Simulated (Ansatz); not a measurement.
# FGe2H6N: vertical ionisation energy

One table from this session's results is given with a row withheld; the runs are named, their logs left out.

The runs use Ansatz 0.2.0, Gaussian basis; unrestricted cation, the program's frozen cores in correlated methods.

Levels to be run: UKS PBE-D4/def2-TZVPP; UKS r2SCAN-D4/def2-TZVPP; UKS PBE0-D4/def2-TZVPP; UKS B3LYP-D4/def2-TZVPP; UKS wB97X-V/def2-TZVPP; UKS wB97M-V/def2-TZVPP; UKS B2PLYP/def2-TZVPP; UHF-CCSD(T)/def2-TZVPP; UHF-MP2/def2-QZVPP; extrapolation to the limit; then −ε(HOMO) from the neutral's earlier runs with LDA (SPW92), PBE-D4, revPBE-D4, BLYP-D4, r2SCAN-D4, B97M-V, PBE0-D4, B3LYP-D4, r2SCANh-D4, r2SCAN0-D4, HSE06-D4, BHLYP-D4, CAM-B3LYP-D4, LC-ωPBE, ωB97X-V, ωB97M-V.

## The relaxed structure

All runs share one geometry, relaxed beforehand with PBE0-D4 in a triple-zeta def2 set.

10 atoms, charge 0, spin multiplicity 1.

Atoms are counted from 1 here; the program's logs count them from 0.

Bond lengths: F1–Ge2 1.750 Å, Ge2–N3 1.807 Å, Ge2–H5 1.531 Å, Ge2–H6 1.532 Å, N3–Ge4 1.843 Å, N3–H7 1.010 Å, Ge4–H8 1.535 Å, Ge4–H9 1.540 Å, Ge4–H10 1.538 Å. Angles: F1–Ge2–N3 110.3°, F1–Ge2–H5 105.0°, F1–Ge2–H6 105.0°, N3–Ge2–H5 109.4°, N3–Ge2–H6 110.3°, H5–Ge2–H6 116.5°, Ge2–N3–Ge4 125.5°, Ge2–N3–H7 114.8°, Ge4–N3–H7 115.0°, N3–Ge4–H8 105.8°, N3–Ge4–H9 111.8°, N3–Ge4–H10 108.5°, H8–Ge4–H9 110.4°, H8–Ge4–H10 111.0°, H9–Ge4–H10 109.3°.

The first run:

Input file in.yaml:

```yaml
crystal:
  periodic: [false, false, false]
  atoms:
    - {symbol: F, position_ang: [0.655354, 1.037852, -2.259265]}
    - {symbol: Ge, position_ang: [-0.348629, 1.316288, -0.853024]}
    - {symbol: N, position_ang: [-0.688727, -0.244229, -0.007224]}
    - {symbol: Ge, position_ang: [0.520299, -1.195705, 1.008110]}
    - {symbol: H, position_ang: [0.488841, 2.217558, 0.057973]}
    - {symbol: H, position_ang: [-1.646588, 1.916009, -1.404018]}
    - {symbol: H, position_ang: [-1.430081, -0.794568, -0.416103]}
    - {symbol: H, position_ang: [1.541762, -0.167225, 1.512927]}
    - {symbol: H, position_ang: [1.223221, -2.289619, 0.183203]}
    - {symbol: H, position_ang: [-0.232353, -1.847460, 2.180521]}
basis:
  gaussian: {orbitals: def2-TZVPP}
total_charge: 1
magnetization: {spin_polarized: true, initial_magnetization: 1}
hamiltonian: {xc: pbe, dispersion: d4}
```

The run is started by

```sh
> ansatz run in.yaml --threads 2 --pin off --events-out ev --progress --plain --max-ram 22528MiB --backend cpu
```

Among the steps run: Cation, UKS PBE-D4/def2-TZVPP; Cation, UKS r2SCAN-D4/def2-TZVPP; Cation, UKS PBE0-D4/def2-TZVPP; Cation, UKS B3LYP-D4/def2-TZVPP; Cation, UKS wB97X-V/def2-TZVPP; Cation, UKS wB97M-V/def2-TZVPP; Cation, UKS B2PLYP (frozen core)/def2-TZVPP; Cation, UHF-CCSD(T)/def2-TZVPP; Cation, UHF-MP2/def2-QZVPP.

One table of the session follows, with a row left open; its other results are not shown here.

Orbital estimates, from the neutral's runs:

```
  functional  −ε(HOMO) (eV)
 LDA (SPW92)           6.46
      PBE-D4           6.32
   revPBE-D4           6.26
     BLYP-D4           6.20
   r2SCAN-D4              ?
      B97M-V           6.77
     PBE0-D4           7.71
    B3LYP-D4           7.47
  r2SCANh-D4           7.14
  r2SCAN0-D4           7.92
    HSE06-D4           7.31
    BHLYP-D4           9.01
CAM-B3LYP-D4           9.09
     LC-ωPBE          10.47
     ωB97X-V          10.12
     ωB97M-V          10.02
```

**Question.** Estimate the row for r2SCAN-D4.

Worked estimate for «−ε(HOMO) (eV)». Against the share of exact exchange, r2SCANh-D4 (0.1, 7.14), r2SCAN0-D4 (0.25, 7.92) give a slope of 5.20 per unit share; at 0 the line stands at 6.62.

The run gave: −ε(HOMO) (eV): 6.63. In «−ε(HOMO) (eV)» the line misses by -0.01.
